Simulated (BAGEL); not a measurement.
**CH4BFOSi (SMILES O=CB[SiH2]F): HF/STO-3G (density fitting with qzvpp-jkfit)**

Aim: the vertical ionisation energy of CH4BFOSi at HF/STO-3G (density fitting with qzvpp-jkfit), from 2 runs. 

The results are computed with BAGEL 1.2.2.

3 further runs of the same task are left out: 1 that didn't finish, 2 set aside as unsound or not needed. Runs told in other sessions of the task aren't counted.

## (1) The system as given

The species is CH4BFOSi (9 atoms), meant as a singlet with charge 0. SMILES: `O=CB[SiH2]F`. The coordinates come from a PBE0-D4/def2-TZVP relaxation. This is one conformer, not always the lowest.

Bond lengths: O1–C2 1.227 Å, C2–B3 1.522 Å, B3–Si4 2.001 Å, Si4–F5 1.610 Å, C2–H6 1.099 Å, B3–H7 1.195 Å, Si4–H8 1.489 Å, Si4–H9 1.486 Å. Some angles: O1–C2–B3 90.0°, C2–B3–Si4 120.9°, B3–Si4–F5 110.9°, O1–C2–H6 122.9°, B3–C2–H6 147.1°, C2–B3–H7 117.0°, Si4–B3–H7 122.0°, B3–Si4–H8 109.8°, B3–Si4–H9 112.6°, F5–Si4–H8 107.4°.

## (2) The energy at HF/STO-3G (density fitting with qzvpp-jkfit)

input.json

```json
{ "bagel": [

{
  "title": "molecule",
  "basis": "sto-3g",
  "df_basis": "qzvpp-jkfit",
  "angstrom": true,
  "geometry": [
    { "atom": "O", "xyz": [   -0.789500,    0.780400,    1.703800 ] },
    { "atom": "C", "xyz": [   -0.128300,    1.442100,    0.910400 ] },
    { "atom": "B", "xyz": [    0.628100,    0.188700,    0.495800 ] },
    { "atom": "Si", "xyz": [   -0.077200,   -1.007600,   -0.945000 ] },
    { "atom": "F", "xyz": [   -1.360800,   -0.349200,   -1.659700 ] },
    { "atom": "H", "xyz": [   -0.262400,    2.525000,    0.778500 ] },
    { "atom": "H", "xyz": [    1.608700,   -0.084900,    1.121700 ] },
    { "atom": "H", "xyz": [    0.964000,   -1.202600,   -1.991900 ] },
    { "atom": "H", "xyz": [   -0.494200,   -2.338100,   -0.430900 ] }
  ]
},
{
  "title": "hf"
},
{
  "title": "print",
  "file": "orbitals.molden",
  "orbitals": true
}

]}
```

The run is started by

```
$ BAGEL_NUM_THREADS=1 BAGEL input.json > input.out
```

The log of the run:

```text
* using 1 threads per process

  ===============================================================
  ===============================================================

  *** Geometry ***

  { "atom" : "O", "xyz" : [     -1.491939,      1.474742,      3.219715 ] },
  { "atom" : "C", "xyz" : [     -0.242452,      2.725174,      1.720407 ] },
  { "atom" : "B", "xyz" : [      1.186937,      0.356591,      0.936926 ] },
  { "atom" : "Si", "xyz" : [     -0.145887,     -1.904088,     -1.785791 ] },
  { "atom" : "F", "xyz" : [     -2.571539,     -0.659892,     -3.136378 ] },
  { "atom" : "H", "xyz" : [     -0.495864,      4.771558,      1.471152 ] },
  { "atom" : "H", "xyz" : [      3.040002,     -0.160438,      2.119706 ] },
  { "atom" : "H", "xyz" : [      1.821696,     -2.272585,     -3.764145 ] },
  { "atom" : "H", "xyz" : [     -0.933903,     -4.418369,     -0.814283 ] },

  Number of auxiliary basis functions:      504

  Since a DF basis is specified, we compute 2- and 3-index integrals:
    o Being stored without compression. Storage requirement is 0.004 GB

  Number of basis functions:       33
  Number of electrons      :       46

    * METHOD: MOLECULE                             0.21

  *** RHF ***

  === Nuclear Repulsion ===
   199.7695794921

      * DIIS with orbital gradients will be used.

  === RHF iteration (sto-3g) ===
      0       -521.36866914          0.02092464           0.03
      1       -521.46741959          0.01688003           0.03
      2       -521.52821256          0.00201176           0.03
      3       -521.53083180          0.00074409           0.03
      4       -521.53131255          0.00030784           0.03
      5       -521.53141951          0.00008525           0.03
      6       -521.53142700          0.00002329           0.03
      7       -521.53142743          0.00000622           0.03
      8       -521.53142746          0.00000316           0.03
      9       -521.53142746          0.00000212           0.03
     10       -521.53142747          0.00000119           0.03
     11       -521.53142747          0.00000043           0.03
     12       -521.53142747          0.00000019           0.03
     13       -521.53142747          0.00000008           0.03
     14       -521.53142747          0.00000003           0.03
     15       -521.53142747          0.00000001           0.03
     16       -521.53142747          0.00000001           0.03
    * SCF iteration converged.

    * Permanent dipole moment:
           (   -0.475766,    -0.362376,    -0.027537) a.u.

    * METHOD: HF                                   0.60

    * METHOD: PRINT                                0.00

  ===============================================================
```

It took 0.95 s on 1 thread of Arm Neoverse V1, shared host.

## (3) The doublet cation, same level

Changes to input.json since step 2:

```diff
@@ -19,10 +19,4 @@
 },
-{
-  "title": "hf"
-},
-{
-  "title": "print",
-  "file": "orbitals.molden",
-  "orbitals": true
-}
+{ "title": "uhf", "charge": 1, "nopen": 1 },
+{ "title": "print", "file": "orbitals.molden", "orbitals": true }
```

The run is started by

```
$ BAGEL_NUM_THREADS=1 BAGEL input.json > input.out
```

The log of the run:

```text
* using 1 threads per process

  ===============================================================
  ===============================================================

  *** Geometry ***

  { "atom" : "O", "xyz" : [     -1.491939,      1.474742,      3.219715 ] },
  { "atom" : "C", "xyz" : [     -0.242452,      2.725174,      1.720407 ] },
  { "atom" : "B", "xyz" : [      1.186937,      0.356591,      0.936926 ] },
  { "atom" : "Si", "xyz" : [     -0.145887,     -1.904088,     -1.785791 ] },
  { "atom" : "F", "xyz" : [     -2.571539,     -0.659892,     -3.136378 ] },
  { "atom" : "H", "xyz" : [     -0.495864,      4.771558,      1.471152 ] },
  { "atom" : "H", "xyz" : [      3.040002,     -0.160438,      2.119706 ] },
  { "atom" : "H", "xyz" : [      1.821696,     -2.272585,     -3.764145 ] },
  { "atom" : "H", "xyz" : [     -0.933903,     -4.418369,     -0.814283 ] },

  Number of auxiliary basis functions:      504

  Since a DF basis is specified, we compute 2- and 3-index integrals:
    o Being stored without compression. Storage requirement is 0.004 GB

  Number of basis functions:       33
  Number of electrons      :       46

    * METHOD: MOLECULE                             0.21

  *** Open-shell HF ***

  === Nuclear Repulsion ===
   199.7695794921

      * DIIS with orbital gradients will be used.

  === UHF iteration (sto-3g) ===
      0       -521.02970724          0.04687082           0.05
      1       -521.15776866          0.03952242           0.05
      2       -521.20258585          0.02779238           0.06
      3       -521.25708163          0.00470367           0.06
      4       -521.26725064          0.00396798           0.06
      5       -521.27713868          0.00254569           0.06
      6       -521.28194010          0.00114977           0.06
      7       -521.28281001          0.00107514           0.06
      8       -521.28350667          0.00079017           0.06
      9       -521.28423071          0.00062672           0.05
     10       -521.28488006          0.00034883           0.06
     11       -521.28503072          0.00014147           0.06
     12       -521.28504746          0.00008173           0.06
     13       -521.28505602          0.00004065           0.06
     14       -521.28505858          0.00001390           0.06
     15       -521.28505905          0.00000792           0.06
     16       -521.28505919          0.00000439           0.06
     17       -521.28505930          0.00000307           0.06
     18       -521.28505936          0.00000146           0.06
     19       -521.28505938          0.00000111           0.06
     20       -521.28505939          0.00000091           0.06
     21       -521.28505940          0.00000058           0.06
     22       -521.28505940          0.00000030           0.06
     23       -521.28505940          0.00000018           0.05
     24       -521.28505940          0.00000008           0.06
     25       -521.28505940          0.00000004           0.06
     26       -521.28505940          0.00000001           0.06
     27       -521.28505940          0.00000001           0.06
    * SCF iteration converged.

    * S^2 (UHF) is 0.7927

    * Permanent dipole moment:
           (   -0.825797,    -1.894399,    -1.779855) a.u.

    * METHOD: UHF                                  1.69

    * METHOD: PRINT                                0.00

  ===============================================================
```

Run time: 2 s. Hardware: 1 thread of Arm Neoverse V1, shared host.

## (4) What came out

At HF/STO-3G (density fitting with qzvpp-jkfit):

| quantity | value |
| --- | --- |
| singlet CH4BFOSi: total energy | -521.53143 Eh |
| singlet CH4BFOSi: dipole moment | 1.52 D |
| singlet CH4BFOSi: HOMO energy | -8.78 eV |
| singlet CH4BFOSi: LUMO energy | 6.89 eV |
| singlet CH4BFOSi: HOMO–LUMO gap | 15.66 eV |
| doublet cation: total energy | -521.28506 Eh |
| doublet cation: ⟨S²⟩ | 0.793 |
| vertical ionisation energy (to the doublet cation) | 6.704 eV |

In words: The vertical ionisation energy comes to 6.70 eV (647 kJ/mol). −ε(HOMO) before ionisation, 8.78 eV, is 2.07 eV above this ionisation energy. In a minimal basis such a difference can be off by several eV, whatever the method.
